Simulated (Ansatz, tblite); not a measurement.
**The cluster Ga₂Se₄−: one state, many levels**

Aim: run the doublet of the cluster Ga₂Se₄− at one geometry on many levels, and compare frontier levels, spin and run time.

Computed with Ansatz 0.2.0, Gaussian basis. Level: as each input shows.

The runs, in order: GFN1-xTB, GFN2-xTB, PBE-D4/def2-SVP, r2SCAN-D4/def2-SVP, r2SCAN0-D4/def2-SVP, revPBE-D4/def2-SVP, PBE-QIDH/def2-SVP, HF/STO-3G, MP2/def2-SVPD, RPA/def2-SVPD.

### Step 1. The relaxed structure

The geometry is that of the doublet, from an earlier relaxation (PBE-D4/def2-SVPD). At that level it is the lowest of the isomers that a small search found.

6 atoms, charge -1, spin multiplicity 2.

Bond lengths: Ga1–Se3 2.398 Å, Ga1–Se5 2.275 Å, Ga1–Se6 2.398 Å, Ga2–Se3 2.398 Å, Ga2–Se4 2.275 Å, Ga2–Se6 2.398 Å. Angles: Se3–Ga1–Se5 128.7°, Se3–Ga1–Se6 102.6°, Se5–Ga1–Se6 128.7°, Se3–Ga2–Se4 128.7°, Se3–Ga2–Se6 102.6°, Se4–Ga2–Se6 128.7°, Ga1–Se3–Ga2 77.4°, Ga1–Se6–Ga2 77.4°.

The ion is computed in the gas phase, without counter-ions or solvent.

PBE0-D4/def2-SVP was run before; its log isn't repeated, and its numbers join the tables.

### Step 2. GFN1-xTB

Tight binding, by tblite at 300 K electronic temperature and without a spin-polarisation term:

```python
tblite.interface.Calculator('GFN1-xTB', numbers, positions, charge=-1, uhf=1).singlepoint()
```

Energy -447.9809 eV; 0.012 s.

### Step 3. GFN2-xTB

Tight binding, by tblite at 300 K electronic temperature and without a spin-polarisation term:

```python
tblite.interface.Calculator('GFN2-xTB', numbers, positions, charge=-1, uhf=1).singlepoint()
```

Energy -424.3286 eV; 0.016 s.

### Step 4. PBE-D4/def2-SVP

start.molden holds the orbitals of an earlier run on this state, given as this run's starting guess.

in.yaml

```yaml
crystal:
  periodic: [false, false, false]
  atoms:
    - {symbol: Ga, position_ang: [0.675298, -1.218999, 0.554766]}
    - {symbol: Ga, position_ang: [-0.674667, 1.218531, -0.556562]}
    - {symbol: Se, position_ang: [1.612765, 0.943295, 0.109882]}
    - {symbol: Se, position_ang: [-1.699953, 3.068607, -1.394790]}
    - {symbol: Se, position_ang: [1.697646, -3.066371, 1.402526]}
    - {symbol: Se, position_ang: [-1.611089, -0.945043, -0.115822]}
basis:
  gaussian: {orbitals: def2-SVP, initial_orbitals: start.molden}
total_charge: -1
magnetization: {spin_polarized: true, initial_magnetization: 1}
hamiltonian: {xc: pbe, dispersion: d4}
scf: {omitted_lower_state_checks: [starts]}
output: {forces: true, orbitals: {seedname: orbitals}}
```

The run is started by

```
ansatz run in.yaml --threads 4 --pin off --events-out ev --progress --plain --max-ram 4787MiB
```

Further steps of the session: r2SCAN-D4/def2-SVP; r2SCAN0-D4/def2-SVP; revPBE-D4/def2-SVP; PBE-QIDH/def2-SVP; HF/STO-3G; MP2/def2-SVPD; RPA/def2-SVPD.

Q: Predict the results of all the runs planned. Wanted: gap in def2-SVP, functionals, smallest and largest; correlation energy, MP2/def2-SVPD; ⟨S²⟩ in def2-SVP, functionals, smallest and largest.

The runs gave:

| quantity | value |
| --- | --- |
| gap in def2-SVP, functionals, smallest and largest | 0.21 eV (revPBE-D4), 0.82 eV (r2SCAN0-D4) |
| correlation energy, MP2/def2-SVPD | -36.64 eV |
| ⟨S²⟩ in def2-SVP, functionals, smallest and largest | 0.752, 0.760 |

Over the functionals in def2-SVP the gap runs from 0.21 eV (revPBE-D4) to 0.82 eV (r2SCAN0-D4); exact exchange widens it. Over the functionals in def2-SVP spin contamination reaches 0.01 (r2SCAN0-D4), which is small.
